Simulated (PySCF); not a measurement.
**CH4BClF−: fields and orbitals**

Aim: take CH4BClF− and localise its valence orbitals, measure its response to a uniform field and analyse its density (charges, bond critical points, surface potential).

The runs use PySCF 2.14.0; levels as typed in each script, gas phase, geometry from GFN2-xTB.

**1. The starting structure**

SMILES `[BH3-]C(F)Cl`, 8 atoms, charge -1, spin multiplicity 1.

Bond lengths: B1–C2 1.645 Å, B1–H5 1.213 Å, B1–H6 1.206 Å, B1–H7 1.212 Å, C2–F3 1.386 Å, C2–Cl4 1.799 Å, C2–H8 1.100 Å. Angles: C2–B1–H5 105.5°, C2–B1–H6 110.5°, C2–B1–H7 107.1°, H5–B1–H6 111.4°, H5–B1–H7 110.5°, H6–B1–H7 111.5°, B1–C2–F3 114.9°, B1–C2–Cl4 113.9°, B1–C2–H8 113.8°, F3–C2–Cl4 104.8°, F3–C2–H8 104.8°, Cl4–C2–H8 103.4°.

Coordinates:

```xyz
8
charge -1, multiplicity 1
B     1.4818    1.0647    0.1267
C     0.4359   -0.1078   -0.3619
F     0.6855   -1.3672    0.1607
Cl   -1.2815    0.2298    0.0531
H     2.5753    0.7015   -0.2531
H     1.4498    1.1866    1.3262
H     1.1556    2.0889   -0.4333
H     0.4113   -0.2550   -1.4517
```

**2. Localised orbitals (BP86/def2-svp)**

input.py reads:

```python
import numpy as np
from pyscf import gto, scf, dft, lo
from pyscf.data.elements import chemcore

def solve(mol, dm0=None, hcore=None):
    mf = (dft.UKS if mol.spin else dft.RKS)(mol, xc='bp86')
    mf.grids.level = 3
    mf = mf.density_fit(auxbasis='def2-universal-jkfit')
    mf.conv_tol, mf.max_cycle = 1e-8, 80
    if hcore is not None:
        mf.get_hcore = lambda *args: hcore
    mf.kernel(dm0)
    if not mf.converged:
        mf = mf.newton().run(mf.mo_coeff, mf.mo_occ, max_cycle=30)
    assert mf.converged, 'SCF not converged'
    return mf

mol = gto.M(atom='''
B      1.48178     1.06467     0.12673
C      0.43589    -0.10781    -0.36190
F      0.68551    -1.36723     0.16071
Cl    -1.28152     0.22981     0.05312
H      2.57527     0.70145    -0.25308
H      1.44982     1.18656     1.32624
H      1.15558     2.08889    -0.43326
H      0.41126    -0.25501    -1.45168
''', basis='def2-svp', charge=-1, spin=0, verbose=4)
mf = solve(mol)
occ_all = mf.mo_coeff[:, mf.mo_occ > 0]
occ = occ_all[:, chemcore(mol):]
loc = lo.ibo.ibo(mol, occ, iaos=lo.iao.iao(mol, occ_all))
fock, s = mf.get_fock(), mf.get_ovlp()
ortho = lo.orth_ao(mol, 'meta_lowdin')
ortho = lo.vec_lowdin(lo.iao.iao(mol, occ_all), s)
labels = lo.iao.reference_mol(mol).ao_labels(fmt=None)
vir = lo.vvo.livvo(mol, occ_all, mf.mo_coeff[:, mf.mo_occ == 0])
both = np.hstack([loc, vir])
p = (ortho.T @ s @ both) ** 2
pop = np.array([p[[l[0] == a for l in labels]].sum(0) for a in range(mol.natm)])
spd = np.array([[p[[l[0] == a and l[2][-1] == k for l in labels]].sum(0) for k in 'spd'] for a in range(mol.natm)])
eps = np.einsum('pi,pq,qi->i', both, fock, both)
for i in np.argsort(eps):
    top = np.argsort(-pop[:, i])[:3]
    print('%3d %s %9.4f Eh ' % (i + 1, 'occ' if i < loc.shape[1] else 'vir', eps[i]), '  '.join('%s%d %.3f' % (mol.atom_symbol(a), a + 1, pop[a, i]) for a in top))
np.savez('result.npz', c=both, nocc=loc.shape[1], pop=pop, spd=spd, eps=eps, e=mf.e_tot)
```

The run is started by

```
OMP_NUM_THREADS=1 python input.py
```

**4. Response to an electric field (PBE0/6-31+g*)**

input.py reads:

```python
import numpy as np
from pyscf import gto, scf, dft
from pyscf.scf import atom_ks, atom_hf
from scipy.linalg import block_diag

def solve(mol, dm0=None, hcore=None):
    mf = (dft.UKS if mol.spin else dft.RKS)(mol, xc='pbe0')
    mf.grids.level = 3
    mf = mf.density_fit(auxbasis='def2-universal-jkfit')
    mf.conv_tol, mf.max_cycle = 1e-8, 80
    if hcore is not None:
        mf.get_hcore = lambda *args: hcore
    mf.kernel(dm0)
    if not mf.converged:
        mf = mf.newton().run(mf.mo_coeff, mf.mo_occ, max_cycle=30)
    assert mf.converged, 'SCF not converged'
    return mf

mol = gto.M(atom='''
B      1.48178     1.06467     0.12673
C      0.43589    -0.10781    -0.36190
F      0.68551    -1.36723     0.16071
Cl    -1.28152     0.22981     0.05312
H      2.57527     0.70145    -0.25308
H      1.44982     1.18656     1.32624
H      1.15558     2.08889    -0.43326
H      0.41126    -0.25501    -1.45168
''', basis='6-31+g*', charge=-1, spin=0, verbose=4)
field = np.array([0.002, 0.0, 0.0])  # atomic units
mol.set_common_orig(mol.atom_charges() @ mol.atom_coords() / mol.atom_charges().sum())
mf = solve(mol)
out = dict(dm0=mf.make_rdm1(), d0=mf.dip_moment(unit='AU'), e0=mf.e_tot)
for name, sign in (('p', 1), ('m', -1)):
    h = mf.get_hcore() + sign * np.einsum('x,xij->ij', field, mol.intor('int1e_r'))
    mi = solve(mol, mf.make_rdm1(), h)
    out.update({'dm' + name: mi.make_rdm1(), 'd' + name: mi.dip_moment(unit='AU'), 'e' + name: mi.e_tot})
# spherically averaged free atoms, for the promolecule
atm = atom_ks.get_atm_nrks(mol, xc='pbe0')
pro = block_diag(*[(atm[a[0]][2] * atm[a[0]][3]) @ atm[a[0]][2].T for a in mol._atom])
np.savez('result.npz', pro=pro, **out)
```

**6. Density, bond paths and surface potential (PBE0/def2-svpd)**

input.py, as its differences from that of step 4:

```diff
@@ -27,11 +27,5 @@
 H      0.41126    -0.25501    -1.45168
-''', basis='6-31+g*', charge=-1, spin=0, verbose=4)
-field = np.array([0.002, 0.0, 0.0])  # atomic units
-mol.set_common_orig(mol.atom_charges() @ mol.atom_coords() / mol.atom_charges().sum())
+''', basis='def2-svpd', charge=-1, spin=0, verbose=4)
 mf = solve(mol)
-out = dict(dm0=mf.make_rdm1(), d0=mf.dip_moment(unit='AU'), e0=mf.e_tot)
-for name, sign in (('p', 1), ('m', -1)):
-    h = mf.get_hcore() + sign * np.einsum('x,xij->ij', field, mol.intor('int1e_r'))
-    mi = solve(mol, mf.make_rdm1(), h)
-    out.update({'dm' + name: mi.make_rdm1(), 'd' + name: mi.dip_moment(unit='AU'), 'e' + name: mi.e_tot})
+mf.analyze()
 # spherically averaged free atoms, for the promolecule
@@ -39,2 +33,2 @@
 pro = block_diag(*[(atm[a[0]][2] * atm[a[0]][3]) @ atm[a[0]][2].T for a in mol._atom])
-np.savez('result.npz', pro=pro, **out)
+np.savez('result.npz', e=mf.e_tot, c=mf.mo_coeff, occ=mf.mo_occ, eps=mf.mo_energy, pro=pro, dip=mf.dip_moment(verbose=0), s2=mf.spin_square()[0])
```

(Steps that only read results are left out.)

**Question.** What will these runs give? Wanted: polarisability along the field; dipole moment; HOMO, LUMO.

The runs gave:

| quantity | value |
| --- | --- |
| localised occupied orbitals above −45 eV (BP86/def2-svp) | 13 |
| polarisability along the field (PBE0/6-31+g*) | 63.2 bohr³ |
| dipole moment (PBE0/def2-svpd) | 4.82 D |
| HOMO, LUMO (PBE0/def2-svpd) | -2.74, 4.49 eV |

**Reading.** At PBE0/def2-svpd: The highest Hirshfeld charge is on C2 (+0.02 e), the lowest on B1 (−0.22 e). The geometry was not optimised at these levels.
